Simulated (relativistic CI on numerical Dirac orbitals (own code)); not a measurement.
# Mo⁵⁺: L2,3 absorption multiplets

Wanted: the shape of the L2,3 absorption spectrum of Mo⁵⁺ in 4 surroundings, from the same atomic integrals.

Method: Dirac-Coulomb-Breit CI, KLI orbitals optimised for each configuration, model QED (radiative potential, 1s self-energy scaled to tabulated hydrogen-like ionisation energies), valence Slater integrals scaled by 0.8, multiplet model of core-to-valence dipole absorption in a parametric crystal field. Code: relativistic CI on numerical Dirac orbitals (own code) version 1.

**1. Starting point**

```
ion                                            : Mo⁵⁺ (Mo VI)
nuclear charge                                 : 42
electrons                                      : 37
configurations                                 : [Kr] 4d → [He] 2s2 2p5 3s2 3p6 3d10 4s2 4p6 4d2
magnetising field for the dichroism, Lz and Sz : exchange field 10 meV on Sz; these come from the lowest magnetised state alone (0 K)
temperature of the isotropic spectrum          : 300 K
widths                                         : Lorentz 1.6 eV, Gauss 0.5 eV
surrounding 1                                  : Td, 10Dq = -22800 cm⁻¹
surrounding 2                                  : Td, 10Dq = -27600 cm⁻¹
surrounding 3                                  : Td, 10Dq = -32350 cm⁻¹
surrounding 4                                  : Td, 10Dq = -37100 cm⁻¹
```

**2. Surrounding 1: Td, 10Dq = -22800**

The run's settings:

```ini
atom Mo  Z=42  charge=5  electrons=37
nucleus A=98  rms_radius_fm=4.4091
hamiltonian dirac-coulomb  breit=on  qed=on  c_scale=1
orbitals kli  potential=per-configuration
slater_scale 0.8
correlation none
mixing on
configurations
  [Kr] 4d
  [He] 2s2 2p5 3s2 3p6 3d10 4s2 4p6 4d2
end
absorption L2,3 T=300 lorentz=1.6 gauss=0.5
crystal_field Td 10Dq=-22800
```

The program writes no log. Results of the run, from its result record (rounded, main fields) (excerpt; [...] marks lines left out):

```text
status: converged
curve, one point in 3 above 2 % of the maximum [energy, isotropic, mcd, ld] [eV; bohr^2/eV]:
  - [2524.25, 3.26e-06, -4.761e-07, 1.396e-06]
  - [2525, 4.183e-06, -5.898e-07, 1.995e-06]
  - [2525.75, 5.643e-06, -7.408e-07, 3.081e-06]
  - [2526.5, 8.253e-06, -9.242e-07, 5.356e-06]
  - [2527.25, 1.386e-05, -1.047e-06, 1.112e-05]
  - [2528, 2.67e-05, -1.371e-06, 2.556e-05]
  - [2528.75, 3.698e-05, -6.504e-06, 3.063e-05]
  - [2529.5, 4.164e-05, -1.44e-05, 1.721e-05]
  - [2530.25, 4.829e-05, -1.467e-05, 1.345e-05]
  - [2531, 7.147e-05, -1.522e-05, 2.036e-05]
  - [2531.75, 0.0001059, -1.355e-05, 3.122e-05]
  - [2532.5, 0.0001508, -1.566e-05, 2.914e-05]
  - [2533.25, 0.0001459, -2.228e-05, -1.546e-05]
  - [2534, 7.557e-05, -7.844e-06, -2.152e-05]
  - [2534.75, 3.973e-05, -1.643e-06, -1.278e-05]
  - [2535.5, 2.246e-05, -4.386e-07, -6.21e-06]
  - [2536.25, 1.353e-05, -7.714e-07, -2.59e-06]
  - [2537, 9.133e-06, -1.026e-06, -1.495e-06]
  - [2537.75, 6.972e-06, -1.4e-06, -1.481e-06]
  - [2538.5, 5.312e-06, -1.173e-06, -1.062e-06]
  - [2539.25, 3.954e-06, -6.897e-07, -4.45e-07]
  - [2630.75, 3.479e-06, 1.146e-06, 2.3e-06]
  - [2631.5, 5.353e-06, 1.594e-06, 4.136e-06]
  - [2632.25, 9.63e-06, 2.362e-06, 8.919e-06]
  - [2633, 1.934e-05, 4.24e-06, 2.041e-05]
  - [2633.75, 2.495e-05, 8.895e-06, 2.235e-05]
  - [2634.5, 2.793e-05, 1.767e-05, 1.234e-05]
  - [2635.25, 3.456e-05, 2.237e-05, 9.168e-06]
  - "... 9 more rows left out ..."
sticks, the strongest [energy, strength] [eV, bohr^2]:
  - [2528.42, 3.563e-05]
  - [2531.3, 2.563e-05]
  - [2531.52, 3.56e-05]
  - [2532.34, 2.699e-05]
  - [2532.8, 0.000106]
  - [2532.83, 5.945e-05]
  - [2532.87, 2.506e-05]
  - [2533.08, 4.735e-05]
  - [2533.23, 7.696e-05]
  - [2533.35, 3.526e-05]
  - [2633.45, 3.773e-05]
  - [2634.9, 3.95e-05]
  - [2636.34, 3.77e-05]
  - [2637.4, 3.258e-05]
total [bohr^2]: 0.000987532
centroid [eV]: 2565.12
radial 2p6 4d [Ha, bohr]: {"<r^-3>(4d)": 6.1169, "<r^1>(4d)": 1.4502, "<r^2>(4d)": 2.4216, "<r^4>(4d)": 9.3891, "zeta(4d)": 0.0044544}
radial 2p5 4d2 [Ha, bohr]: {"<r^-3>(2p)": 2440.3, "<r^1>(2p)": 0.13264, "<r^2>(2p)": 0.021496, "<r^4>(2p)": 0.00091879, "zeta(2p)": 2.5683, "<r^-3>(4d)": 7.0039, "<r^1>(4d)": 1.3745, "<r^2>(4d)": 2.1788, "<r^4>(4d)": 7.6445, "F2(4d,4d)": 0.3382, "F4(4d,4d)": 0.22485, "F2(2p,4d)": 0.081655, "G1(2p,4d)": 0.068118, "G3(2p,4d)": 0.039607, "zeta(4d)": 0.0054449}
ground_degeneracy: 4
ground_Lz: 0.175821
ground_Sz: -0.499048
ground_S: 0.5
core_spin_orbit_splitting [eV]: 108.647
branching_ratio: 0.683635
edge_boundary [eV]: 2585.61
mcd_integrals: [-0.0332285, 0.0398959]
```

Run time: 0.28 s. Hardware: 1 thread, shared host.

**3. Surrounding 2: Td, 10Dq = -27600**

Changes to the settings of step 2:

```diff
@@ -12,2 +12,2 @@
 absorption L2,3 T=300 lorentz=1.6 gauss=0.5
-crystal_field Td 10Dq=-22800
+crystal_field Td 10Dq=-27600
```

Results of the run:

```text
status: converged
curve, one point in 5 above 2 % of the maximum [energy, isotropic, mcd, ld] [eV; bohr^2/eV]:
  - [2524, 3.194e-06, -5.14e-07, 1.481e-06]
  - [2525.25, 5.048e-06, -7.483e-07, 2.865e-06]
  - [2526.5, 9.998e-06, -1.069e-06, 7.592e-06]
  - [2527.75, 2.897e-05, -1.791e-06, 2.915e-05]
  - [2529, 3.954e-05, -1.496e-05, 1.998e-05]
  - [2530.25, 4.125e-05, -1.491e-05, 7.99e-06]
  - [2531.5, 8.01e-05, -1.335e-05, 2.44e-05]
  - [2532.75, 0.0001457, -1.323e-05, 2.678e-05]
  - [2534, 9.318e-05, -9.117e-06, -2.585e-05]
  - [2535.25, 2.973e-05, -1.402e-06, -8.535e-06]
  - [2536.5, 1.33e-05, -3.114e-07, -2.911e-06]
  - [2537.75, 7.056e-06, -7.355e-07, -1.031e-06]
  - [2539, 4.747e-06, -1.033e-06, -9.643e-07]
  - [2630.5, 3.465e-06, 1.199e-06, 2.45e-06]
  - [2631.75, 8.096e-06, 2.212e-06, 7.552e-06]
  - [2633, 2.292e-05, 6.328e-06, 2.462e-05]
  - [2634.25, 2.6e-05, 1.946e-05, 1.084e-05]
  - [2635.5, 2.982e-05, 2.227e-05, 3.277e-06]
  - [2636.75, 5.017e-05, 1.564e-05, 1.069e-05]
  - [2638, 5.567e-05, 4.953e-06, -5.825e-06]
  - [2639.25, 2.071e-05, 8.788e-06, -5.133e-06]
  - [2640.5, 8.374e-06, 1.143e-06, -2.417e-06]
  - [2641.75, 4.019e-06, 8.308e-07, -5.773e-07]
sticks, the strongest [energy, strength] [eV, bohr^2]:
  - [2528.07, 3.768e-05]
  - [2533.05, 9.51e-05]
  - [2533.08, 5.511e-05]
  - [2533.32, 4.898e-05]
  - [2533.47, 7.714e-05]
  - [2533.58, 3.661e-05]
  - [2633.09, 3.811e-05]
  - [2634.56, 3.994e-05]
total [bohr^2]: 0.000987463
centroid [eV]: 2565.25
ground_degeneracy: 4
ground_Lz: 0.144824
ground_Sz: -0.499353
ground_S: 0.5
core_spin_orbit_splitting [eV]: 108.647
branching_ratio: 0.682784
edge_boundary [eV]: 2585.82
mcd_integrals: [-0.0340881, 0.0390573]
```

Run time: 0.27 s. Hardware: 1 thread, shared host.

**4. Surrounding 3: Td, 10Dq = -32350**

Changes to the settings of step 3:

```diff
@@ -12,2 +12,2 @@
 absorption L2,3 T=300 lorentz=1.6 gauss=0.5
-crystal_field Td 10Dq=-27600
+crystal_field Td 10Dq=-32350
```

Results of the run:

```text
status: converged
curve, one point in 5 above 2 % of the maximum [energy, isotropic, mcd, ld] [eV; bohr^2/eV]:
  - [2523.75, 3.157e-06, -5.482e-07, 1.57e-06]
  - [2525, 5.084e-06, -8.043e-07, 3.108e-06]
  - [2526.25, 1.054e-05, -1.139e-06, 8.602e-06]
  - [2527.5, 3.128e-05, -2.354e-06, 3.239e-05]
  - [2528.75, 4.047e-05, -1.771e-05, 1.917e-05]
  - [2530, 3.504e-05, -1.579e-05, 4.016e-06]
  - [2531.25, 5.492e-05, -1.111e-05, 1.297e-05]
  - [2532.5, 0.0001092, -8.264e-06, 3.041e-05]
  - [2533.75, 0.0001395, -1.484e-05, -2.199e-05]
  - [2535, 4.073e-05, -2.584e-06, -1.078e-05]
  - [2536.25, 1.735e-05, -3.612e-07, -4.771e-06]
  - [2537.5, 8.695e-06, -2.774e-07, -1.51e-06]
  - [2538.75, 5.165e-06, -6.182e-07, -7.125e-07]
  - [2540, 3.608e-06, -7.249e-07, -6.155e-07]
  - [2631, 5.65e-06, 1.797e-06, 4.972e-06]
  - [2632.25, 1.769e-05, 4.303e-06, 1.975e-05]
  - [2633.5, 2.241e-05, 1.402e-05, 1.506e-05]
  - [2634.75, 2.348e-05, 2.25e-05, 3.198e-06]
  - [2636, 3.01e-05, 1.717e-05, 3.761e-06]
  - [2637.25, 4.99e-05, 7.055e-06, 8.341e-06]
  - [2638.5, 5.005e-05, 8.172e-06, -8.923e-06]
  - [2639.75, 1.57e-05, 5.829e-06, -3.606e-06]
  - [2641, 6.817e-06, 8.961e-07, -1.76e-06]
  - [2642.25, 3.548e-06, 5.297e-07, -5.708e-07]
sticks, the strongest [energy, strength] [eV, bohr^2]:
  - [2527.72, 3.926e-05]
  - [2533.25, 4.341e-05]
  - [2533.3, 7.808e-05]
  - [2533.32, 5.168e-05]
  - [2533.56, 4.943e-05]
  - [2533.71, 7.739e-05]
  - [2632.74, 3.839e-05]
  - [2634.21, 4.023e-05]
total [bohr^2]: 0.000987415
centroid [eV]: 2565.35
ground_degeneracy: 4
ground_Lz: 0.123284
ground_Sz: -0.49953
ground_S: 0.5
core_spin_orbit_splitting [eV]: 108.647
branching_ratio: 0.682193
edge_boundary [eV]: 2586.04
mcd_integrals: [-0.0346873, 0.0384763]
```

It took 0.27 s on 1 thread, shared host.

**5. Surrounding 4: Td, 10Dq = -37100**

Changes to the settings of step 4:

```diff
@@ -12,2 +12,2 @@
 absorption L2,3 T=300 lorentz=1.6 gauss=0.5
-crystal_field Td 10Dq=-32350
+crystal_field Td 10Dq=-37100
```

Results of the run:

```text
status: converged
curve, one point in 5 above 2 % of the maximum [energy, isotropic, mcd, ld] [eV; bohr^2/eV]:
  - [2523.5, 3.146e-06, -5.806e-07, 1.664e-06]
  - [2524.75, 5.175e-06, -8.572e-07, 3.375e-06]
  - [2526, 1.126e-05, -1.195e-06, 9.757e-06]
  - [2527.25, 3.35e-05, -3.118e-06, 3.517e-05]
  - [2528.5, 4.162e-05, -2.024e-05, 1.842e-05]
  - [2529.75, 3.135e-05, -1.65e-05, 1.069e-06]
  - [2531, 3.668e-05, -8.97e-06, 5.962e-06]
  - [2532.25, 8.456e-05, -7.877e-06, 2.978e-05]
  - [2533.5, 0.0001514, -1.315e-05, 1.128e-05]
  - [2534.75, 6.677e-05, -3.383e-06, -2.081e-05]
  - [2536, 2.103e-05, -1.21e-06, -4.5e-06]
  - [2537.25, 1.118e-05, -2.106e-08, -2.866e-06]
  - [2538.5, 6.101e-06, -2.516e-07, -8.595e-07]
  - [2539.75, 3.962e-06, -5.408e-07, -5.463e-07]
  - [2629.75, 3.109e-06, 1.182e-06, 2.346e-06]
  - [2631, 7.325e-06, 2.202e-06, 7.174e-06]
  - [2632.25, 2.172e-05, 6.272e-06, 2.451e-05]
  - [2633.5, 2.317e-05, 1.918e-05, 1.091e-05]
  - [2634.75, 1.969e-05, 2.274e-05, -1.014e-06]
  - [2636, 2.31e-05, 1.229e-05, 2.869e-06]
  - [2637.25, 4.635e-05, 6.802e-06, 1.206e-05]
  - [2638.5, 5.546e-05, 1.129e-06, -7.345e-06]
  - [2639.75, 1.966e-05, 7.193e-06, -4.883e-06]
  - [2641, 7.106e-06, 1.692e-06, -1.318e-06]
  - [2642.25, 4.059e-06, 2.214e-07, -1.001e-06]
sticks, the strongest [energy, strength] [eV, bohr^2]:
  - [2527.37, 4.051e-05]
  - [2528.74, 4.772e-05]
  - [2533.5, 6.227e-05]
  - [2533.55, 5.67e-05]
  - [2533.56, 4.898e-05]
  - [2533.79, 4.941e-05]
  - [2533.95, 7.763e-05]
  - [2633.86, 4.045e-05]
total [bohr^2]: 0.00098738
centroid [eV]: 2565.44
ground_degeneracy: 4
ground_Lz: 0.10731
ground_Sz: -0.499644
ground_S: 0.5
core_spin_orbit_splitting [eV]: 108.647
branching_ratio: 0.681755
edge_boundary [eV]: 2586.26
mcd_integrals: [-0.035133, 0.0380467]
```

It took 0.27 s on 1 thread, shared host.

**6. Comparison**

| surrounding | ground S | Lz (0 K) | Sz (0 K) | centroid (eV) | share of the lower edge | up to four highest peaks (% of the highest), eV |
| --- | --- | --- | --- | --- | --- | --- |
| 1: Td | 0.50 | 0.18 | -0.50 | 2565.12 | 0.684 | 2532.8 (100), 2633.8 (15), 2637.5 (36) |
| 2: Td | 0.50 | 0.14 | -0.50 | 2565.25 | 0.683 | 2529.5 (27), 2533.0 (100), 2634.8 (18), 2637.8 (37) |
| 3: Td | 0.50 | 0.12 | -0.50 | 2565.35 | 0.682 | 2529.0 (27), 2533.2 (100), 2634.2 (17), 2638.0 (37) |
| 4: Td | 0.50 | 0.11 | -0.50 | 2565.44 | 0.682 | 2528.8 (28), 2533.5 (100), 2633.8 (16), 2638.2 (38) |

**7. Results**

| quantity | value |
| --- | --- |
| highest peak, first run | 2532.8 eV |
| ground spin (effective S from ⟨S²⟩) | 0.50 |
| share of the lower edge | 0.682 to 0.684 |
| core spin-orbit splitting (without Breit) | 108.65 eV |

What this shows: The lower edge takes 0.68 of the intensity in surrounding 1, close to the statistical 0.67. The position of the maximum differs by up to 0.8 eV between the surroundings, by shifts of peaks or by peaks exchanging rank. Edge positions are free-ion values and differ from those in solids by a few eV or more.
